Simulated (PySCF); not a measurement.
# Ho: excitation energy in cc-pVDZ-X2C

Wanted: the excitation energy of holmium, up a ladder of methods.

The numbers are computed with PySCF 2.14.0 (unrestricted determinants in a Gaussian basis, no spin-orbit coupling in the energies), except any that are marked as measured or tabulated.

**1. Starting point**

| Quantity | Value |
| --- | --- |
| Element | holmium (Z = 67) |
| Basis | cc-pVDZ-X2C (8s7p5d3f1g, 84 functions) |
| Hamiltonian | scalar relativity by spin-free X2C-1e |
| State 1 | Ho: [Xe] 4f11 5d2, one real determinant (an excited configuration) |
| Needed too, but not shown | Ho [Xe] 4f11 6s2 (high-spin determinant) |
| Methods | UHF, LDA, PBE, PBE0, r2SCAN, TPSSh, MN15, r2SCANh, MP2 |
| Core shells frozen in the correlated runs | valence: [Kr] 4d10; valence and next inner shell: [Ar] 3d10 (for Ho) |

Outer shells as boxes (Hund's rule):

Ho [Xe] 4f11 5d2
```
[Xe] core
4f [↑↓][↑↓][↑↓][↑↓][↑ ][↑ ][↑ ]
5d [↑ ][↑ ][  ][  ][  ]
```

The runs were made by one driver on top of PySCF. The scripts below sum up each run's settings (the driver also hands on starting orbitals that pick excited configurations, and frozen orbitals as a list rather than a count), and the logs come from the driver's own runs. The driver starts from symmetry-adapted Hartree-Fock orbitals, holds the occupation by maximum overlap and uses a logarithmic radial grid for functionals, so a plain start would take other cycles.

The integrals over 84 functions and the set-up took 5.5 s of CPU time.

**2. Ho [Xe] 4f11 5d2: the ladder of methods**

#### UHF

File input.py:

```python
from pyscf import gto, scf, dft, mp, cc
import basis_set_exchange as bse
mol = gto.M(atom="Ho 0 0 0", charge=0, spin=5, symmetry="D2h",
            basis=gto.basis.parse(bse.get_basis("cc-pVDZ-X2C", elements=["Ho"], fmt="nwchem")),
            nucmod="G")
mf = scf.UHF(mol).sfx2c1e()
mf.irrep_nelec = {'Ag': (10, 9), 'B1g': (3, 2), 'B2g': (2, 2), 'B3g': (2, 2), 'Au': (1, 1), 'B1u': (6, 6), 'B2u': (6, 5), 'B3u': (6, 4)}
mf.kernel()
```

#### LDA

input.py differs from the last one in:

```diff
@@ -5,3 +5,3 @@
             nucmod="G")
-mf = scf.UHF(mol).sfx2c1e()
+mf = dft.UKS(mol, xc="LDA,VWN").sfx2c1e()
 mf.irrep_nelec = {'Ag': (10, 9), 'B1g': (3, 2), 'B2g': (2, 2), 'B3g': (2, 2), 'Au': (1, 1), 'B1u': (6, 6), 'B2u': (6, 5), 'B3u': (6, 4)}
```

#### PBE

input.py differs from the last one in:

```diff
@@ -5,3 +5,3 @@
             nucmod="G")
-mf = dft.UKS(mol, xc="LDA,VWN").sfx2c1e()
+mf = dft.UKS(mol, xc="PBE").sfx2c1e()
 mf.irrep_nelec = {'Ag': (10, 9), 'B1g': (3, 2), 'B2g': (2, 2), 'B3g': (2, 2), 'Au': (1, 1), 'B1u': (6, 6), 'B2u': (6, 5), 'B3u': (6, 4)}
```

#### PBE0

input.py differs from the last one in:

```diff
@@ -5,3 +5,3 @@
             nucmod="G")
-mf = dft.UKS(mol, xc="PBE").sfx2c1e()
+mf = dft.UKS(mol, xc="PBE0").sfx2c1e()
 mf.irrep_nelec = {'Ag': (10, 9), 'B1g': (3, 2), 'B2g': (2, 2), 'B3g': (2, 2), 'Au': (1, 1), 'B1u': (6, 6), 'B2u': (6, 5), 'B3u': (6, 4)}
```

#### r2SCAN

input.py differs from the last one in:

```diff
@@ -5,3 +5,3 @@
             nucmod="G")
-mf = dft.UKS(mol, xc="PBE0").sfx2c1e()
+mf = dft.UKS(mol, xc="R2SCAN").sfx2c1e()
 mf.irrep_nelec = {'Ag': (10, 9), 'B1g': (3, 2), 'B2g': (2, 2), 'B3g': (2, 2), 'Au': (1, 1), 'B1u': (6, 6), 'B2u': (6, 5), 'B3u': (6, 4)}
```

#### TPSSh

input.py differs from the last one in:

```diff
@@ -5,3 +5,3 @@
             nucmod="G")
-mf = dft.UKS(mol, xc="R2SCAN").sfx2c1e()
+mf = dft.UKS(mol, xc="TPSSH").sfx2c1e()
 mf.irrep_nelec = {'Ag': (10, 9), 'B1g': (3, 2), 'B2g': (2, 2), 'B3g': (2, 2), 'Au': (1, 1), 'B1u': (6, 6), 'B2u': (6, 5), 'B3u': (6, 4)}
```

#### MN15

input.py differs from the last one in:

```diff
@@ -5,3 +5,3 @@
             nucmod="G")
-mf = dft.UKS(mol, xc="TPSSH").sfx2c1e()
+mf = dft.UKS(mol, xc="MN15").sfx2c1e()
 mf.irrep_nelec = {'Ag': (10, 9), 'B1g': (3, 2), 'B2g': (2, 2), 'B3g': (2, 2), 'Au': (1, 1), 'B1u': (6, 6), 'B2u': (6, 5), 'B3u': (6, 4)}
```

#### r2SCANh

input.py differs from the last one in:

```diff
@@ -5,3 +5,3 @@
             nucmod="G")
-mf = dft.UKS(mol, xc="MN15").sfx2c1e()
+mf = dft.UKS(mol, xc="HYB_MGGA_XC_R2SCANH").sfx2c1e()
 mf.irrep_nelec = {'Ag': (10, 9), 'B1g': (3, 2), 'B2g': (2, 2), 'B3g': (2, 2), 'Au': (1, 1), 'B1u': (6, 6), 'B2u': (6, 5), 'B3u': (6, 4)}
```

#### MP2 (valence)

input.py differs from the last one in:

```diff
@@ -5,4 +5,5 @@
             nucmod="G")
-mf = dft.UKS(mol, xc="HYB_MGGA_XC_R2SCANH").sfx2c1e()
+mf = scf.UHF(mol).sfx2c1e()
 mf.irrep_nelec = {'Ag': (10, 9), 'B1g': (3, 2), 'B2g': (2, 2), 'B3g': (2, 2), 'Au': (1, 1), 'B1u': (6, 6), 'B2u': (6, 5), 'B3u': (6, 4)}
 mf.kernel()
+mp.UMP2(mf, frozen=23).kernel()
```

**3. Ho [Xe] 4f11 5d2, continued**

#### MP2 (valence and next inner shell)

input.py, as its differences from that of step 2:

```diff
@@ -8,2 +8,2 @@
 mf.kernel()
-mp.UMP2(mf, frozen=23).kernel()
+mp.UMP2(mf, frozen=14).kernel()
```

Q: Predict the outcome of this session.

**Answer**, as computed:

```
                             quantity                                                   value
excitation energy, Ho → [Xe] 4f11 5d2  UHF 5.284, MP2 (valence and next inner shell) 5.758 eV
```

**Reading.** The methods span 1.261 eV, from r2SCANh (4.737) to SCS-MP2 (valence and next inner shell) (5.998). No reference value is at hand in this session. All values hold for this basis alone; no basis-set limit was taken.
